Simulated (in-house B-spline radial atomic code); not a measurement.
# Ag: excited configurations

How much energy does it take to promote electrons of Ag to other shells? Each configuration is solved by itself and compared with the reference.

The numbers are computed with in-house B-spline radial atomic code version 1 (scalar-relativistic (spin-free one-electron X2C) RPBE, spin-polarised, spherical fractional occupations, Fermi nucleus, basis-set limit), except any that are marked as measured or tabulated.

### Step 1. Starting point

```
element       : silver (Z = 47)
charge        : 0
electrons     : 47
configuration : [Kr] 4d10 5s1
Hamiltonian   : scalar-relativistic (X2C)
nucleus       : Fermi, rms radius 4.545 fm
```

Outer shells as boxes (Hund's rule):

[Kr] 4d10 5s1
```
[Kr] core
4d [↑↓][↑↓][↑↓][↑↓][↑↓]
5s [↑ ]
```

Where spins are not typed, each open shell is filled with up spins first.

Settings, as recorded:

```ini
Z = 47
electrons = 47.0
configuration = [Kr] 4d10 5s1
hamiltonian = x2c
method = rpbe,pbe
spin_polarised = True
nucleus = fermi
rms_radius = 4.5454
mass_number = 107
atomic_mass = 106.905091509
speed_of_light = 137.035999084
```

This reference run was done before. Its total energy is -5315.402106 hartree, and its levels are (the highest eight at most):

| orbital | occupation | energy (eV) | <r> (bohr) |
| --- | --- | --- | --- |
| 3d down | 5 | -357.94 | 0.3458 |
| 4s down | 1 | -94.837 | 0.9126 |
| 4s up | 1 | -94.821 | 0.9128 |
| 4p up | 3 | -58.450 | 1.002 |
| 4p down | 3 | -58.450 | 1.001 |
| 4d up | 5 | -7.445 | 1.428 |
| 4d down | 5 | -7.236 | 1.406 |
| 5s up | 1 | -4.628 | 3.165 |

### Step 2. Run with 1s2 2s2 2p6 3s2 3p6 3d4,5 4s2 4p6 4d10 5s1,0 6d1,0

In configurations, two counts after a shell (as in p1,2) give the electrons with spin up and with spin down.

Settings, as recorded:

```ini
Z = 47
electrons = 47.0
configuration = 1s2 2s2 2p6 3s2 3p6 3d4,5 4s2 4p6 4d10 5s1,0 6d1,0
hamiltonian = x2c
method = rpbe,pbe
spin_polarised = True
nucleus = fermi
rms_radius = 4.5454
mass_number = 107
atomic_mass = 106.905091509
speed_of_light = 137.035999084
```

### Step 3. Configuration 1s2 2s2 2p6 3s2 3p6 3d4,5 4s2 4p6 4d10 5s1,0 6f0,1

The settings differ from step 2 so:

```diff
@@ -2,3 +2,3 @@
 electrons = 47.0
-configuration = 1s2 2s2 2p6 3s2 3p6 3d4,5 4s2 4p6 4d10 5s1,0 6d1,0
+configuration = 1s2 2s2 2p6 3s2 3p6 3d4,5 4s2 4p6 4d10 5s1,0 6f0,1
 hamiltonian = x2c
```

### Step 4. Run with 1s2 2s2 2p6 3s2 3p6 3d10 4s2 4p6 4d4,5 5s1,0 5d0,1

The settings differ from step 3 so:

```diff
@@ -2,3 +2,3 @@
 electrons = 47.0
-configuration = 1s2 2s2 2p6 3s2 3p6 3d4,5 4s2 4p6 4d10 5s1,0 6f0,1
+configuration = 1s2 2s2 2p6 3s2 3p6 3d10 4s2 4p6 4d4,5 5s1,0 5d0,1
 hamiltonian = x2c
```

### Step 5. Run with 1s2 2s2 2p6 3s2 3p6 3d10 4s2 4p6 4d5,4 5s1,0 6p1,0

The settings differ from step 4 so:

```diff
@@ -2,3 +2,3 @@
 electrons = 47.0
-configuration = 1s2 2s2 2p6 3s2 3p6 3d10 4s2 4p6 4d4,5 5s1,0 5d0,1
+configuration = 1s2 2s2 2p6 3s2 3p6 3d10 4s2 4p6 4d5,4 5s1,0 6p1,0
 hamiltonian = x2c
```

Before running: How far above the reference does each configuration lie (order and size, in eV)?

The runs gave:

| net move | configuration | 2|M_S|+1 | energy above the reference (eV) | largest <r> (bohr) |
| --- | --- | --- | --- | --- |
| 4d → 6p, spins typed | 1s2 2s2 2p6 3s2 3p6 3d10 4s2 4p6 4d5,4 5s1,0 6p1,0 | 4 | 10.741 | 10.4 |
| 4d → 5d, spins typed | 1s2 2s2 2p6 3s2 3p6 3d10 4s2 4p6 4d4,5 5s1,0 5d0,1 | 2 | 11.294 | 9.67 |
| 3d → 6d, spins typed | 1s2 2s2 2p6 3s2 3p6 3d4,5 4s2 4p6 4d10 5s1,0 6d1,0 | 2 | 373.84 | 17.7 |
| 3d → 6f, spins typed | 1s2 2s2 2p6 3s2 3p6 3d4,5 4s2 4p6 4d10 5s1,0 6f0,1 | 2 | 374.48 | 42.4 |

**Reading.** The energies run from 10.741 eV (4d → 6p, spins typed) to 374.48 eV (3d → 6f, spins typed). 4 of them lie more than 60 % above minus the reference's highest level (4.628 eV), in the range where a state can decay by emitting an electron. The reference has 2|M_S|+1 = 2; 1 of the configurations differ from it in spin. These are spherical averages at the typed spins, not spectroscopic levels.
